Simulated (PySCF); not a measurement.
# [Eu(H2O)2]3+: forces at shaken geometries

Aim: move all atoms of relaxed [Eu(H2O)2]3+ at random and read energies and forces. It is a constructed species; whether it can be made isn't addressed.

Computed with PySCF 2.14.0. Level: PBE, Eu lcecp-1-SVP with ECP52, O def2-SVP, H def2-SVP; scalar-relativistic core potentials, no spin–orbit coupling.

2 further runs of the same task are left out: 2 for a known fault of the program.

## Step 1: The starting structure

7 atoms, charge 3, spin multiplicity 1.

Bond lengths: Eu1–O2 2.256 Å, Eu1–O5 2.256 Å, O2–H3 1.006 Å, O2–H4 1.004 Å, O5–H6 1.006 Å, O5–H7 1.005 Å. Angles: O2–Eu1–O5 110.9°, Eu1–O2–H3 127.7°, Eu1–O2–H4 129.7°, H3–O2–H4 102.5°, Eu1–O5–H6 127.8°, Eu1–O5–H7 129.7°, H6–O5–H7 102.5°.

As a file:

| atom | x (Å) | y (Å) | z (Å) |
| --- | --- | --- | --- |
| Eu1 | 1.1027 | 0.1124 | -0.0046 |
| O2 | -0.1682 | 0.0349 | 1.8583 |
| H3 | 0.0886 | 0.3114 | 2.7905 |
| H4 | -1.1090 | -0.2954 | 1.9803 |
| O5 | -0.1718 | -0.0706 | -1.8570 |
| H6 | 0.0965 | -0.4330 | -2.7558 |
| H7 | -1.1240 | 0.2094 | -2.0117 |

Formal oxidation states: Eu +3. Each metal's 6 4f electrons lie in its core potential, so multiplicities, spins and levels count the valence alone. An earlier session relaxed this geometry at PBE, Eu lcecp-1-SVP with ECP52, O def2-SVP, H def2-SVP (singlet, point group C1).

Its energy there is -186.707880 Eh.

## Step 2: Atoms moved at random, σ = 0.15 Å

The input, run.py (the lines that set the calculation):

```python
mol = gto.M(atom='''
Eu     1.20285     0.10914    -0.00804
O     -0.27276     0.03128     1.87965
H      0.08386     0.31605     2.68457
H     -1.13656    -0.24770     1.96172
O     -0.14078    -0.28429    -1.54549
H      0.17035    -0.43498    -3.12006
H     -1.19203     0.37969    -1.85235''',
    basis={'Eu': 'lcecp-1-SVP', 'O': 'def2-SVP', 'H': 'def2-SVP'},
    ecp={'Eu': 'lcecp-1-SVP'},
    charge=3, spin=0)
mf = dft.RKS(mol, xc='PBE')
mf.grids.atom_grid = (50, 194)  # f atoms: unpruned, at least (60, 302)
mf = mf.density_fit()  # fitting sets: Eu AutoAux, O def2-universal-JKFIT, H def2-universal-JKFIT
mf.conv_tol = 1e-08; mf.max_cycle = 55
mf.kernel(dm0)  # dm0: the density of the relaxed state
```

Started as:

```console
OMP_NUM_THREADS=2 python run.py
```

The program printed:

```text
init E= -185.905423342474
  HOMO = -0.934419651693379  LUMO = -0.922276171502786  gap/eV = 0.33044
cycle= 1 E= -186.325178769204  delta_E= -0.42  |g|= 1.04  |ddm|= 0.995
  HOMO = -0.68700444884276  LUMO = -0.673302706680597  gap/eV = 0.37284
cycle= 2 E= -182.897588258793  delta_E= 3.43  |g|= 3.25  |ddm|= 2.94
  HOMO = -0.888498298275731  LUMO = -0.72018995633735  gap/eV = 4.57990
cycle= 3 E= -186.537598007004  delta_E= -3.64  |g|= 0.332  |ddm|= 2.65
  HOMO = -0.815988891698996  LUMO = -0.731877888382265  gap/eV = 2.28878
cycle= 4 E= -186.531704725668  delta_E= 0.00589  |g|= 0.414  |ddm|= 0.625
  HOMO = -0.874764254949472  LUMO = -0.730188588664511  gap/eV = 3.93410
cycle= 5 E= -186.568309031663  delta_E= -0.0366  |g|= 0.0803  |ddm|= 0.351
  HOMO = -0.86689954095198  LUMO = -0.72787748888835  gap/eV = 3.78298
cycle= 6 E= -186.569512327548  delta_E= -0.0012  |g|= 0.0144  |ddm|= 0.0571
  HOMO = -0.866787894308587  LUMO = -0.727398787402329  gap/eV = 3.79297
cycle= 7 E= -186.569557173662  delta_E= -4.48e-05  |g|= 0.00706  |ddm|= 0.0145
  HOMO = -0.866685250038046  LUMO = -0.72758223584615  gap/eV = 3.78519
cycle= 8 E= -186.569566295133  delta_E= -9.12e-06  |g|= 0.0026  |ddm|= 0.00348
  HOMO = -0.866855836321093  LUMO = -0.72740548332121  gap/eV = 3.79464
cycle= 9 E= -186.569567603846  delta_E= -1.31e-06  |g|= 0.000976  |ddm|= 0.00179
  HOMO = -0.86686134491956  LUMO = -0.727392697204358  gap/eV = 3.79514
cycle= 10 E= -186.569567829319  delta_E= -2.25e-07  |g|= 0.000124  |ddm|= 0.000684
  HOMO = -0.866855185203459  LUMO = -0.727390949898403  gap/eV = 3.79502
cycle= 11 E= -186.569567832647  delta_E= -3.33e-09  |g|= 1.57e-05  |ddm|= 8.93e-05
  HOMO = -0.86684897238224  LUMO = -0.72739059502635  gap/eV = 3.79486
Extra cycle  E= -186.569567832502  delta_E= 1.45e-10  |g|= 3.11e-05  |ddm|= 4.02e-05
converged SCF energy = -186.569567832502
```

Run time: 3.6 s. Hardware: 2 threads of Arm Neoverse V1, shared host.

Result: E = -186.569568 Eh (+3.764 eV from the relaxed state), HOMO -23.59 eV, LUMO -19.79 eV, Mulliken charge on Eu1 +2.02 e, largest force component 6.002 eV/Å. 

| atom | Fx | Fy | Fz (eV/Å) |
| --- | --- | --- | --- |
| Eu1 | 0.227 | -0.123 | 1.746 |
| O2 | 4.337 | 0.513 | -4.890 |
| H3 | 0.798 | 0.995 | 3.624 |
| H4 | -4.530 | -1.423 | 0.801 |
| O5 | -3.477 | 2.674 | -6.002 |
| H6 | -0.691 | -0.062 | 3.455 |
| H7 | 3.336 | -2.574 | 1.266 |

## Step 3: Atoms moved at random, σ = 0.15 Å

The input, run.py (the lines that set the calculation):

```python
mol = gto.M(atom='''
Eu     1.04457     0.09424     0.03228
O     -0.02275    -0.07299     1.82166
H      0.14951     0.40536     2.86443
H     -1.11984    -0.36347     2.04747
O     -0.25620    -0.09470    -2.03750
H      0.01284    -0.41882    -2.70756
H     -1.09321     0.31958    -2.02078''',
    basis={'Eu': 'lcecp-1-SVP', 'O': 'def2-SVP', 'H': 'def2-SVP'},
    ecp={'Eu': 'lcecp-1-SVP'},
    charge=3, spin=0)
mf = dft.RKS(mol, xc='PBE')
mf.grids.atom_grid = (50, 194)  # f atoms: unpruned, at least (60, 302)
mf = mf.density_fit()  # fitting sets: Eu AutoAux, O def2-universal-JKFIT, H def2-universal-JKFIT
mf.conv_tol = 1e-08; mf.max_cycle = 55
mf.kernel(dm0)  # dm0: the density of the relaxed state
```

Started as:

```console
OMP_NUM_THREADS=2 python run.py
```

The program printed:

```text
init E= -186.521052894261
  HOMO = -0.872770067240275  LUMO = -0.743835610469913  gap/eV = 3.50849
cycle= 1 E= -186.581404774729  delta_E= -0.0604  |g|= 0.355  |ddm|= 0.596
  HOMO = -0.832106979240468  LUMO = -0.711878823804776  gap/eV = 3.27157
cycle= 2 E= -186.414304359389  delta_E= 0.167  |g|= 0.972  |ddm|= 0.856
  HOMO = -0.886773298707787  LUMO = -0.707793543921079  gap/eV = 4.87029
cycle= 3 E= -186.607491737238  delta_E= -0.193  |g|= 0.0678  |ddm|= 0.63
  HOMO = -0.870846790011726  LUMO = -0.715278500817913  gap/eV = 4.23323
cycle= 4 E= -186.608111443347  delta_E= -0.00062  |g|= 0.0542  |ddm|= 0.104
  HOMO = -0.878226104364455  LUMO = -0.715490940846759  gap/eV = 4.42825
cycle= 5 E= -186.60866827504  delta_E= -0.000557  |g|= 0.00505  |ddm|= 0.0373
  HOMO = -0.877458358619528  LUMO = -0.714993505267474  gap/eV = 4.42089
cycle= 6 E= -186.608673527802  delta_E= -5.25e-06  |g|= 0.000962  |ddm|= 0.0051
  HOMO = -0.877556531697238  LUMO = -0.715008834038779  gap/eV = 4.42315
cycle= 7 E= -186.608673722137  delta_E= -1.94e-07  |g|= 0.00021  |ddm|= 0.000863
  HOMO = -0.877552344534312  LUMO = -0.715002980960288  gap/eV = 4.42319
cycle= 8 E= -186.608673732755  delta_E= -1.06e-08  |g|= 2.11e-05  |ddm|= 0.000184
  HOMO = -0.877553164753969  LUMO = -0.715003038522618  gap/eV = 4.42321
cycle= 9 E= -186.608673732862  delta_E= -1.07e-10  |g|= 2.57e-06  |ddm|= 2.15e-05
  HOMO = -0.877552915544349  LUMO = -0.715003567773669  gap/eV = 4.42319
Extra cycle  E= -186.608673732863  delta_E= -3.41e-13  |g|= 2.51e-06  |ddm|= 6.26e-06
converged SCF energy = -186.608673732863
```

It took 3.3 s on 2 threads of Arm Neoverse V1, shared host.

Result: E = -186.608674 Eh (+2.700 eV from the relaxed state), HOMO -23.88 eV, LUMO -19.46 eV, Mulliken charge on Eu1 +2.11 e, largest force component 18.091 eV/Å. 

| atom | Fx | Fy | Fz (eV/Å) |
| --- | --- | --- | --- |
| Eu1 | 0.792 | -0.128 | -2.445 |
| O2 | -4.122 | 0.925 | 5.387 |
| H3 | -0.174 | -1.493 | -2.948 |
| H4 | 3.180 | 0.543 | -0.794 |
| O5 | -2.411 | 6.605 | 18.091 |
| H6 | 5.529 | -7.417 | -16.200 |
| H7 | -2.794 | 0.964 | -1.091 |

## Step 4: Atoms moved at random, σ = 0.15 Å

The input, run.py (the lines that set the calculation):

```python
mol = gto.M(atom='''
Eu     1.16505     0.07742    -0.06443
O     -0.10712     0.17697     1.86867
H      0.22240    -0.03598     2.88356
H     -1.08499    -0.09104     1.95554
O     -0.15322     0.04212    -1.59640
H     -0.05853    -0.43975    -2.94555
H     -1.26865     0.13945    -2.10139''',
    basis={'Eu': 'lcecp-1-SVP', 'O': 'def2-SVP', 'H': 'def2-SVP'},
    ecp={'Eu': 'lcecp-1-SVP'},
    charge=3, spin=0)
mf = dft.RKS(mol, xc='PBE')
mf.grids.atom_grid = (50, 194)  # f atoms: unpruned, at least (60, 302)
mf = mf.density_fit()  # fitting sets: Eu AutoAux, O def2-universal-JKFIT, H def2-universal-JKFIT
mf.conv_tol = 1e-08; mf.max_cycle = 55
mf.kernel(dm0)  # dm0: the density of the relaxed state
```

Started as:

```console
OMP_NUM_THREADS=2 python run.py
```

The program printed:

```text
init E= -185.834240948477
  HOMO = -1.03909215533087  LUMO = -0.888114701771791  gap/eV = 4.10831
cycle= 1 E= -186.467299531514  delta_E= -0.633  |g|= 0.804  |ddm|= 0.917
  HOMO = -0.735202203977167  LUMO = -0.684896149539842  gap/eV = 1.36890
cycle= 2 E= -184.869433608486  delta_E=  1.6  |g|= 2.65  |ddm|= 2.14
  HOMO = -0.846395182729999  LUMO = -0.706596351035206  gap/eV = 3.80412
cycle= 3 E= -186.59645730757  delta_E= -1.73  |g|= 0.153  |ddm|= 1.82
  HOMO = -0.88947288996906  LUMO = -0.705816334099453  gap/eV = 4.99755
cycle= 4 E= -186.596859482744  delta_E= -0.000402  |g|= 0.173  |ddm|= 0.255
  HOMO = -0.863836711613544  LUMO = -0.708413535678403  gap/eV = 4.22928
cycle= 5 E= -186.602253986048  delta_E= -0.00539  |g|= 0.039  |ddm|= 0.128
  HOMO = -0.86757764774115  LUMO = -0.7076646270481  gap/eV = 4.35145
cycle= 6 E= -186.602632826961  delta_E= -0.000379  |g|= 0.00773  |ddm|= 0.0458
  HOMO = -0.867530919045279  LUMO = -0.70759870293422  gap/eV = 4.35198
cycle= 7 E= -186.602647934424  delta_E= -1.51e-05  |g|= 0.0016  |ddm|= 0.00749
  HOMO = -0.867396588110047  LUMO = -0.707726573969392  gap/eV = 4.34484
cycle= 8 E= -186.602648565089  delta_E= -6.31e-07  |g|= 0.000469  |ddm|= 0.00168
  HOMO = -0.867420499054376  LUMO = -0.707740916624864  gap/eV = 4.34510
cycle= 9 E= -186.602648616957  delta_E= -5.19e-08  |g|= 8.8e-05  |ddm|= 0.000362
  HOMO = -0.867426968952291  LUMO = -0.707740992792786  gap/eV = 4.34528
cycle= 10 E= -186.602648618496  delta_E= -1.54e-09  |g|= 1.39e-05  |ddm|= 5.04e-05
  HOMO = -0.867426527036883  LUMO = -0.707743244929528  gap/eV = 4.34520
Extra cycle  E= -186.602648618262  delta_E= 2.33e-10  |g|= 3.7e-05  |ddm|= 3.12e-05
converged SCF energy = -186.602648618262
```

Run time: 3.4 s. Hardware: 2 threads of Arm Neoverse V1, shared host.

It gives: E = -186.602649 Eh (+2.864 eV from the relaxed state), HOMO -23.60 eV, LUMO -19.26 eV, Mulliken charge on Eu1 +2.02 e, largest force component 8.364 eV/Å. 

| atom | Fx | Fy | Fz (eV/Å) |
| --- | --- | --- | --- |
| Eu1 | 1.422 | 0.347 | 2.486 |
| O2 | 0.342 | -1.512 | 2.128 |
| H3 | -0.660 | 0.829 | -2.366 |
| H4 | 0.559 | 0.504 | -0.114 |
| O5 | -5.372 | -1.567 | -8.364 |
| H6 | 0.627 | 1.153 | 3.583 |
| H7 | 3.080 | 0.246 | 2.648 |

## Step 5: Results

| σ (Å) | energy rise (eV) | harmonic estimate −½ F·u (eV) | largest force component (eV/Å) |
| --- | --- | --- | --- |
| 0.15 | 3.764 | 2.603 | 6.00 |
| 0.15 | 2.700 | 3.032 | 18.09 |
| 0.15 | 2.864 | 2.332 | 8.36 |

Every displacement raises the energy. For a harmonic well the rise equals −½ F·u; the two differ by at most 31 % here (a move with σ = 0.15 Å), from anharmonicity, the grid and the small forces left at the relaxed point. These are double-zeta-type bases without diffuse functions. Spin–orbit coupling is left out.
